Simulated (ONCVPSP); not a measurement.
# Samarium: generating and testing an ONCV potential

Aim: build the potential from the settings below, then test how well it stands in for the atom: other configurations, scattering, ghost states and the plane-wave cutoff that it needs.

Method: ONCVPSP 4.0.1, LDA (Perdew-Wang 92), scalar-relativistic.

## (1) The atom and the settings

Typed settings, in words:

- element: samarium (Sm, Z = 62)
- type: optimised norm-conserving Vanderbilt (ONCV)
- frozen core: [Kr]
- valence charge: 26
- reference configuration: 4d10 4f5 5s2 5p6 5d1 6s2
- partial waves: 5s+6s: rc 2.35 bohr, ncon 3, nbas 6, qcut 6.8 1/bohr, 2 projectors; 5p: rc 1.65 bohr, ncon 4, nbas 8, qcut 4.3 1/bohr, 3 projectors, debl 0.9 Ha; 4d+5d: rc 1.30 bohr, ncon 4, nbas 9, qcut 12.5 1/bohr, 2 projectors; 4f: rc 1.00 bohr, ncon 4, nbas 9, qcut 18.9 1/bohr, 2 projectors, debl 3.7 Ha
- local potential: polynomial inside 0.70 bohr (lpopt 5, dvloc0 -1 Ha)
- core correction: not asked for

The outer shells as boxes (Hund's rule for the drawing; the calculation is spin-unpolarised):

```
[Kr] core
4d [↑↓][↑↓][↑↓][↑↓][↑↓]
4f [↑ ][↑ ][↑ ][↑ ][↑ ][  ][  ]
5s [↑↓]
5p [↑↓][↑↓][↑↓]
5d [↑ ][  ][  ][  ][  ]
6s [↑↓]
```

The nodes and maxima of the atom's own shells, from an earlier all-electron run, set the scale for the radii.

All-electron outer shells of the reference configuration (LDA (PZ), scalar-relativistic, ld1.x):

```json
{"shell": "4p", "level (eV)": "-253.85", "outermost node (bohr)": "0.30", "outermost maximum (bohr)": "0.56"}
{"shell": "4d", "level (eV)": "-135.33", "outermost node (bohr)": "0.28", "outermost maximum (bohr)": "0.58"}
{"shell": "5s", "level (eV)": "-46.84", "outermost node (bohr)": "0.68", "outermost maximum (bohr)": "1.25"}
{"shell": "5p", "level (eV)": "-26.08", "outermost node (bohr)": "0.73", "outermost maximum (bohr)": "1.42"}
{"shell": "4f", "level (eV)": "-8.17", "outermost node (bohr)": "–", "outermost maximum (bohr)": "0.61"}
{"shell": "6s", "level (eV)": "-4.14", "outermost node (bohr)": "1.66", "outermost maximum (bohr)": "3.44"}
{"shell": "5d", "level (eV)": "-2.89", "outermost node (bohr)": "0.83", "outermost maximum (bohr)": "2.03"}
{"shell": "6p", "level (eV)": "-1.40", "outermost node (bohr)": "1.99", "outermost maximum (bohr)": "4.64"}
```

## (2) Generating the potential

Sm.dat

```
# ATOM AND REFERENCE CONFIGURATION
# atsym  z   nc   nv     iexc    psfile
  Sm 62.00    8    6  -001012      upf
#
#   n    l    f
    1    0    2.00
    2    0    2.00
    2    1    6.00
    3    0    2.00
    3    1    6.00
    3    2   10.00
    4    0    2.00
    4    1    6.00
    4    2   10.00
    4    3    5.00
    5    0    2.00
    5    1    6.00
    5    2    1.00
    6    0    2.00
#
# PSEUDOPOTENTIAL AND OPTIMIZATION
# lmax
    3
#
#   l,   rc,      ep,       ncon, nbas, qcut
    0    2.35    0.00    3    6    6.80
    1    1.65    0.00    4    8    4.30
    2    1.30    0.00    4    9   12.50
    3    1.00    0.00    4    9   18.90
#
# LOCAL POTENTIAL
# lloc, lpopt,  rc(5),   dvloc0
    4    5    0.70   -1.00
#
# VANDERBILT-KLEINMAN-BYLANDER PROJECTORs
# l, nproj, debl
    0    2    3.00
    1    3    0.90
    2    2    2.40
    3    2    3.70
#
# MODEL CORE CHARGE
# icmod, fcfact, rcfact
    0    0.00    0.00
#
# LOG DERIVATIVE ANALYSIS
# epsh1, epsh2, depsh
   -6.00    5.00    0.04
#
# OUTPUT GRID
# rlmax, drl
    6.00    0.01
#
# TEST CONFIGURATIONS
# ncnf
    4
# nvcnf
#   n    l    f
    6
    4    2   10.00
    4    3    6.00
    5    0    2.00
    5    1    6.00
    5    2    0.00
    6    0    2.00
#
    6
    4    2   10.00
    4    3    6.00
    5    0    2.00
    5    1    6.00
    5    2    0.00
    6    0    1.00
#
    6
    4    2   10.00
    4    3    6.00
    5    0    2.00
    5    1    6.00
    5    2    0.00
    6    0    0.00
#
    6
    4    2   10.00
    4    3    5.00
    5    0    2.00
    5    1    6.00
    5    2    0.00
    6    0    0.00
#
```

Started as:

```
$ oncvpsp.x < Sm.dat > Sm.out
```

**Question.** What will these runs give? Wanted: cutoffs for 1 and 0.1 mHa per electron, occupied waves; bound ghosts; GHOST(+) flags; largest test error; largest phase difference near zero energy, channels read; projector energies reset by the program.

As calculated:

| quantity | value |
| --- | --- |
| cutoffs for 1 and 0.1 mHa per electron, occupied waves | 136 Ha and 151 Ha |
| bound ghosts | s at -669.83 eV, p at -5226.20 eV, p at -108.52 eV |
| GHOST(+) flags | none at low energy |
| largest test error (AE − PS) | -12 meV, for 4d10 4f6 5s2 5p6 5d0 6s1 |
| largest phase difference near zero energy, channels read | 0.002 rad |
| projector energies reset by the program | p: -0.959, 0.250, 1.150 Ha |

In words: A bound ghost (s, p) makes it unfit for use: electrons can fall into a state that the atom doesn't have. By total energies transferability is good: the largest error is 12 meV on 3.1 eV, for 4d10 4f6 5s2 5p6 5d0 6s1. Atomic tests can pass in spite of a ghost, since they solve only for the levels asked. It counts as very hard, with 136 Ha needed at the looser tolerance. At the looser tolerance the 4f wave is the slowest; 4d needs 62 Ha. Near zero energy the phases of the channels with partial waves agree within 0.002 rad. All of this concerns the isolated atom, not yet a solid.
